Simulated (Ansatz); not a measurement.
**C2H6F3HfN: taking an electron away**

An exercise on one series of results from a longer session: the logs are not shown, and one member is left open.

Program: Ansatz 0.2.0, Gaussian basis. Level of theory: unrestricted cation, the program's frozen cores in correlated methods. These are calculated values, not measurements.

Levels to be run: UKS PBE-D4/def2-TZVPP; UKS r2SCAN-D4/def2-TZVPP; UKS PBE0-D4/def2-TZVPP; UKS B3LYP-D4/def2-TZVPP; UKS wB97X-V/def2-TZVPP; UKS wB97M-V/def2-TZVPP; UKS B2PLYP/def2-TZVPP; UHF-CCSD(T)/def2-TZVPP; UHF-MP2/def2-QZVPP; extrapolation to the limit; then −ε(HOMO) from the neutral's earlier runs with LDA (SPW92), PBE-D4, revPBE-D4, BLYP-D4, r2SCAN-D4, B97M-V, PBE0-D4, B3LYP-D4, r2SCANh-D4, r2SCAN0-D4, HSE06-D4, BHLYP-D4, CAM-B3LYP-D4, LC-ωPBE, ωB97X-V, ωB97M-V.

### The geometry

The geometry comes from an earlier relaxation with PBE0-D4 in a triple-zeta def2 set; it is a stationary point, not always the lowest conformer. Hf takes the def2 core potential; no spin-orbit term is included.

SMILES `C[N](C)[Hf]([F])([F])[F]`, 13 atoms, charge 0, spin multiplicity 1.

Atoms are counted from 1 here; the program's logs count them from 0.

Bond lengths: C1–N2 1.446 Å, C1–H8 1.094 Å, C1–H9 1.098 Å, C1–H10 1.098 Å, N2–C3 1.446 Å, N2–Hf4 2.009 Å, C3–H11 1.098 Å, C3–H12 1.098 Å, C3–H13 1.094 Å, Hf4–F5 1.912 Å, Hf4–F6 1.912 Å, Hf4–F7 1.916 Å. Angles: N2–C1–H8 111.1°, N2–C1–H9 111.2°, N2–C1–H10 111.5°, H8–C1–H9 107.3°, H8–C1–H10 107.7°, H9–C1–H10 107.8°, C1–N2–C3 113.0°, C1–N2–Hf4 123.3°, C3–N2–Hf4 123.6°, N2–C3–H11 111.2°, N2–C3–H12 111.5°, N2–C3–H13 111.1°, H11–C3–H12 107.8°, H11–C3–H13 107.3°, H12–C3–H13 107.7°, N2–Hf4–F5 107.5°, N2–Hf4–F6 107.5°, N2–Hf4–F7 108.6° and more.

The first run:

Input file in.yaml:

```yaml
crystal:
  periodic: [false, false, false]
  atoms:
    - {symbol: C, position_ang: [-0.469241, -0.286564, 1.437750]}
    - {symbol: N, position_ang: [0.081062, -0.085661, 0.115618]}
    - {symbol: C, position_ang: [1.167126, -0.991088, -0.187220]}
    - {symbol: Hf, position_ang: [-0.652166, 1.249131, -1.194567]}
    - {symbol: F, position_ang: [0.769831, 1.738214, -2.375215]}
    - {symbol: F, position_ang: [-1.391460, 2.697141, -0.188366]}
    - {symbol: F, position_ang: [-2.049243, 0.411575, -2.204224]}
    - {symbol: H, position_ang: [-1.276853, 0.423267, 1.640417]}
    - {symbol: H, position_ang: [0.295123, -0.142007, 2.212990]}
    - {symbol: H, position_ang: [-0.877397, -1.299436, 1.554037]}
    - {symbol: H, position_ang: [1.993901, -0.873171, 0.526006]}
    - {symbol: H, position_ang: [0.839650, -2.038689, -0.150308]}
    - {symbol: H, position_ang: [1.569677, -0.802712, -1.186918]}
basis:
  gaussian: {orbitals: def2-TZVPP}
total_charge: 1
magnetization: {spin_polarized: true, initial_magnetization: 1}
hamiltonian: {xc: pbe, dispersion: d4}
```

Launch:

```bash
ansatz run in.yaml --threads 2 --pin off --events-out ev --progress --plain --max-ram 22528MiB --backend cuda --devices 0, --max-vram 18GiB
```

Among the steps run: Cation, UKS PBE-D4/def2-TZVPP; Cation, UKS r2SCAN-D4/def2-TZVPP; Cation, UKS PBE0-D4/def2-TZVPP; Cation, UKS B3LYP-D4/def2-TZVPP; Cation, UKS wB97X-V/def2-TZVPP; Cation, UKS wB97M-V/def2-TZVPP; Cation, UKS B2PLYP (frozen core)/def2-TZVPP; Cation, UHF-CCSD(T)/def2-TZVPP; Cation, UHF-MP2/def2-QZVPP.

One table of the session follows, with a row left open; its other results are not shown here.

It belongs to the step «Ionisation energies side by side». For comparison, −ε(HOMO) of the neutral from earlier runs:

| functional | −ε(HOMO) (eV) |
| --- | --- |
| LDA (SPW92) | 5.87 |
| PBE-D4 | ? |
| revPBE-D4 | 5.63 |
| BLYP-D4 | 5.60 |
| r2SCAN-D4 | 5.93 |
| B97M-V | 6.03 |
| PBE0-D4 | 7.00 |
| B3LYP-D4 | 6.80 |
| r2SCANh-D4 | 6.43 |
| r2SCAN0-D4 | 7.17 |
| HSE06-D4 | 6.60 |
| BHLYP-D4 | 8.25 |
| CAM-B3LYP-D4 | 8.37 |
| LC-ωPBE | 9.66 |
| ωB97X-V | 9.34 |
| ωB97M-V | 9.26 |

Q: Estimate the row for PBE-D4 from the others.

**Answer.** −ε(HOMO) (eV): 5.70. In the column «−ε(HOMO) (eV)» it lies between revPBE-D4 (5.63) and LDA (SPW92) (5.87).

Limits of these values: The cation may have settled in a state other than its lowest; no search over hole states beyond the program's own was made.
